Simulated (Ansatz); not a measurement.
**One shape, several levels: quartet C2H6In**

We compute a comparison of 4 runs (UHF/def2-SVPD, U-wB97M-V/def2-SVPD, USVWN5/def2-SVPD, UCCSD(T)/def2-SVPD) of quartet C2H6In. 

Program for the calculation: Ansatz 0.2.0.

33 further runs of the same task are left out: 33 set aside as unsound or not needed.

## 1. The structure to begin with

C2H6In has 9 atoms, charge 0, and is taken as a quartet. As SMILES of the parent species, `C[In]C`. Geometry: relaxed at PBE0-D4/def2-TZVP. That shape belongs to the parent species and isn't relaxed for this state.

Bond lengths: C1–In2 2.198 Å, In2–C3 2.198 Å, C1–H4 1.093 Å, C1–H5 1.089 Å, C1–H6 1.093 Å, C3–H7 1.093 Å, C3–H8 1.089 Å, C3–H9 1.093 Å. Some angles: C1–In2–C3 117.7°, In2–C1–H4 108.5°, In2–C1–H5 112.1°, In2–C1–H6 108.5°, In2–C3–H7 108.5°, In2–C3–H8 112.1°, In2–C3–H9 108.5°, H4–C1–H5 109.5°, H4–C1–H6 108.7°, H5–C1–H6 109.5°.

## 2. The energy at UHF/def2-SVPD (core potential) (run 1)

Contents of input.yaml:

```yaml
basis:
  gaussian: {orbitals: def2-SVPD}
crystal:
  periodic: [false, false, false]
  atoms:
    - {symbol: C, position_ang: [0.456290, 1.815870, 0.183390]}
    - {symbol: In, position_ang: [0.277560, 0.050300, -1.113490]}
    - {symbol: C, position_ang: [-0.450470, -1.814830, -0.206650]}
    - {symbol: H, position_ang: [-0.527030, 2.036110, 0.607180]}
    - {symbol: H, position_ang: [0.821920, 2.686500, -0.358540]}
    - {symbol: H, position_ang: [1.143860, 1.578810, 0.999510]}
    - {symbol: H, position_ang: [-1.445190, -1.633350, 0.208840]}
    - {symbol: H, position_ang: [-0.500920, -2.628420, -0.928380]}
    - {symbol: H, position_ang: [0.223960, -2.091000, 0.608130]}
magnetization: {spin_polarized: true, initial_magnetization: 3}
hamiltonian: {xc: hf}
accuracy: high
output: {orbitals: {seedname: orbitals}}
```

Command:

```bash
ansatz run input.yaml --threads 1 --pin off --max-ram 3480MiB --events-out events.jsonl --progress --plain --runs-dir runs
```

The log of the run:

```text
Warning: RAYON_NUM_THREADS=1 ignored (pool sized by the plan → 1); use --threads N
Functional definition: HF
  name "HF"
  exchange = exact_x
  correlation = 0
2623 factors; integrals over basis functions are off by at most 2.6e-9 eV
mean field evaluation 1: about -7296.4927 eV, gradient 1.6e1 eV
mean field evaluation 2: about -7296.5484 eV, gradient 1.6e1 eV
mean field evaluation 4: about -7298.5166 eV, gradient 2.1e0 eV
mean field evaluation 8: about -7298.5883 eV, gradient 1.9e-1 eV
mean field evaluation 16: about -7298.5895 eV, gradient 1.4e-8 eV
mean field evaluation 32: about -7296.1785 eV, gradient 1.5e1 eV
mean field evaluation 64: about -7298.5794 eV, gradient 6.1e-1 eV
mean field -7298.58950078 eV, -268.2182169919 hartree, gradient 1.4e-8 eV, S^2 3.812743; 0 other end points of the search recorded, 0 dependent functions left out
reference -7298.58950078 eV, -268.2182169919 hartree; 21, 18 occupied and 99, 102 virtual orbitals, 2623 factors
Total energy: -7298.58950078 eV, -268.2182169919 hartree
```

It took 14 s on 1 thread of Arm Neoverse V1, shared host; peak memory 0.46 GiB.

## 3. The energy at U-wB97M-V/def2-SVPD (core potential) (run 2)

Contents of job.yaml:

```yaml
crystal:
  periodic: [false, false, false]
  atoms:
    - {symbol: C, position_ang: [0.456290, 1.815870, 0.183390]}
    - {symbol: In, position_ang: [0.277560, 0.050300, -1.113490]}
    - {symbol: C, position_ang: [-0.450470, -1.814830, -0.206650]}
    - {symbol: H, position_ang: [-0.527030, 2.036110, 0.607180]}
    - {symbol: H, position_ang: [0.821920, 2.686500, -0.358540]}
    - {symbol: H, position_ang: [1.143860, 1.578810, 0.999510]}
    - {symbol: H, position_ang: [-1.445190, -1.633350, 0.208840]}
    - {symbol: H, position_ang: [-0.500920, -2.628420, -0.928380]}
    - {symbol: H, position_ang: [0.223960, -2.091000, 0.608130]}
basis:
  gaussian: {orbitals: def2-SVPD}
magnetization: {spin_polarized: true, initial_magnetization: 3}
hamiltonian: {xc: {name: wB97M-V}}
accuracy: high
output: {orbitals: {seedname: orbitals}}
```

Command:

```bash
ansatz run job.yaml --threads 1 --pin off --max-ram 3480MiB --events-out events.jsonl --progress --plain --runs-dir runs
```

The log of the run (excerpt; [...] marks lines left out):

```text
Warning: RAYON_NUM_THREADS=1 ignored (pool sized by the plan → 1); use --threads N
Functional definition: wB97M-V
  name "wB97M-V"
[...]
  gx(w, u) = 1 - cx + cx01*u + cx10*w
  gss(w, u) = css00 + css04*u^4 + css10*w + css20*w^2 + css43*w^4*u^3
  gos(w, u) = cos00 + cos10*w + (cos20 + cos21*u)*w^2 + (cos60 + cos61*u)*w^6
[...]
      + integral(e_c_pw_mod_opposite_spin*gos(b97_w_opposite, b97_u_opposite)) + vv10(b, c)
2623 factors; integrals over basis functions are off by at most 2.6e-9 eV
581 factors; integrals over basis functions are off by at most 1.5e-9 eV
[...]
mean field -7335.80358401 eV, -269.5858093263 hartree, gradient 3.5e-8 eV, S^2 3.764135; 0 other end points of the search recorded, 0 dependent functions left out
reference -7335.80358975 eV, -269.5858095370 hartree; 21, 18 occupied and 99, 102 virtual orbitals, 2623 factors
Total energy: -7335.80358975 eV, -269.5858095370 hartree
```

It took 2.8 min on 1 thread of Arm Neoverse V1, shared host; peak memory 1.4 GiB.

Run 3 isn't shown in full; the table further down has it.

## 4. A single-point energy at UCCSD(T)/def2-SVPD (core potential) (run 4)

Contents of run.yaml:

```yaml
crystal:
  periodic: [false, false, false]
  atoms:
    - symbol: C
      position_ang: [0.456290, 1.815870, 0.183390]
    - symbol: In
      position_ang: [0.277560, 0.050300, -1.113490]
    - symbol: C
      position_ang: [-0.450470, -1.814830, -0.206650]
    - symbol: H
      position_ang: [-0.527030, 2.036110, 0.607180]
    - symbol: H
      position_ang: [0.821920, 2.686500, -0.358540]
    - symbol: H
      position_ang: [1.143860, 1.578810, 0.999510]
    - symbol: H
      position_ang: [-1.445190, -1.633350, 0.208840]
    - symbol: H
      position_ang: [-0.500920, -2.628420, -0.928380]
    - symbol: H
      position_ang: [0.223960, -2.091000, 0.608130]
basis:
  gaussian: {orbitals: def2-SVPD}
magnetization: {spin_polarized: true, initial_magnetization: 3}
correlation: {method: ccsd_t, frozen_orbitals: {C: 1, H: 0, In: 4}}
accuracy: high
scf: {omitted_lower_state_checks: [cluster_reference, increment]}
```

Command:

```bash
ansatz run run.yaml --threads 1 --pin off --max-ram 3480MiB --events-out events.jsonl --progress --plain --runs-dir runs
```

The log of the run (excerpt; [...] marks lines left out):

```text
Warning: RAYON_NUM_THREADS=1 ignored (pool sized by the plan → 1); use --threads N
[... 2 set-up lines as earlier in the session ...]
[...]
2623 factors; integrals over basis functions are off by at most 2.6e-9 eV
[...]
mean field -7298.58950078 eV, -268.2182169919 hartree, gradient 1.4e-8 eV, S^2 3.812743; 2 other end points of the search recorded, 0 dependent functions left out
6 core orbitals not correlated: weight in the atoms' cores, before any rotation towards them, 1.000 or more for the frozen orbitals, at most 0.000 for the correlated occupied ones
reference -7298.58950078 eV, -268.2182169919 hartree; 15, 12 occupied and 99, 102 virtual orbitals, 2623 factors
second order -9.98307375 eV of doubles, -0.00000000 eV of singles
cycle   1  -10.84754716 eV  change   -8.6e-1 eV  update   9.2e-2
[...]
cycle  23  -11.33225536 eV  change  -6.0e-10 eV  update   1.2e-9
perturbative correction -0.39692096 eV, -0.0145865761 hartree
Total energy: -7310.31867709 eV, -268.6492562711 hartree
Checks for a lower state left out: cluster_reference, increment
```

It took 5.1 min on 1 thread of Arm Neoverse V1, shared host; peak memory 2.9 GiB.

## 5. The series

| run | level | frozen core orbitals | energy (Eh) | HOMO energy (eV) | ⟨S²⟩ | wall time |
| --- | --- | --- | --- | --- | --- | --- |
| 1 | UHF/def2-SVPD (core potential) | – | -268.218217 | -4.92 | 3.813 | 14 s |
| 2 | U-wB97M-V/def2-SVPD (core potential) | – | -269.585810 | -4.77 | 3.764 | 2.8 min |
| 3 | USVWN5/def2-SVPD (core potential) | – | -268.615007 | -2.34 | 3.753 | 11 s |
| 4 | UCCSD(T)/def2-SVPD (core potential) | 6 | -268.649256 | – | 3.813 | 5.1 min |

## 6. Outcome

| quantity | value |
| --- | --- |
| run 4: total energy | -268.64926 Eh |
| run 4: correlation energy (6 core orbitals frozen) | -431.0 mEh |
| run 4: (T) correction | -14.59 mEh |
| run 4: ⟨S²⟩ of the reference determinant | 3.813 |
| run 4: T1 diagnostic | 0.017 |

Totals of different functionals can't be ranked against each other. All runs together took 8.3 min, the longest 5.1 min.
